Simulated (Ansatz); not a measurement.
# Zr2OF2: the cost of one run

Program: Ansatz 0.2.0. Level of theory: DFT PBE, scalar-relativistic, plane waves, PAW. These are calculated values, not measurements.

## (1) The system as given

Symmetry: I4/mmm, No. 139, tetragonal system. The conventional cell has a = 3.815 Å, b = 3.815 Å, c = 9.486 Å, α = 90.00°, β = 90.00°, γ = 90.00°. Around Zr (site symmetry 4mm) lie 1 Zr at 2.23 Å and 4 F at 2.29 Å and 4 O at 2.92 Å. Around O (site symmetry 4/mmm) lie 8 Zr at 2.92 Å. Around F (site symmetry -4m2) lie 4 Zr at 2.29 Å.

Coordinates:

```cif
data_structure
_symmetry_space_group_name_H-M 'I4/mmm'
_symmetry_Int_Tables_number 139
_cell_length_a 3.8155
_cell_length_b 3.8155
_cell_length_c 9.4862
_cell_angle_alpha 90.000
_cell_angle_beta 90.000
_cell_angle_gamma 90.000
_cell_volume 138.10
loop_
_atom_site_label
_atom_site_type_symbol
_atom_site_symmetry_multiplicity
_atom_site_Wyckoff_symbol
_atom_site_fract_x
_atom_site_fract_y
_atom_site_fract_z
_atom_site_occupancy
Zr1 Zr 4 e 0.00000 0.00000 0.38259 1
O1 O 2 a 0.00000 0.00000 0.00000 1
F1 F 4 d 0.50000 0.00000 0.25000 1
```

The cell is invented: species swapped into a database cell of CaZn2Ge2 (I4/mmm, No. 139), with O on the Ca sites, F on the Zn sites and Zr on the Ge sites. The dimensions are guesses.

## (2) Probe: one point on a coarse mesh

The input, input.yaml:

```yaml
crystal:
  lattice:
    - [-1.90774452, 1.90774452, 4.7431098]
    - [1.90774452, -1.90774452, 4.7431098]
    - [1.90774452, 1.90774452, -4.7431098]
  atoms:
    - { symbol: Zr, position: [0.38259372, 0.38259372, 0.0] }
    - { symbol: Zr, position: [0.61740628, 0.61740628, 0.0] }
    - { symbol: O, position: [0.0, 0.0, 0.0] }
    - { symbol: F, position: [0.25, 0.75, 0.5] }
    - { symbol: F, position: [0.75, 0.25, 0.5] }
basis:
  ecutwfc: 420
kpoints:
  mp_grid: { grid: [6, 6, 6] }
hamiltonian:
  xc: pbe
scf:
  occupations: { method: gaussian, width: 0.1 }
  lower_state_search: "off"
output:
  forces: true
  stress: true
  eigenvalues: true
```

Started as:

```console
> ansatz run input.yaml --threads 1 --pin off --max-ram 2560MiB --backend cpu --events-out ev --progress --plain --runs-dir out
```

Q: Estimate wall time and peak memory on 1 thread of Arm Neoverse V1, shared host.

About 3.4 s, with a peak of 0.35 GiB.
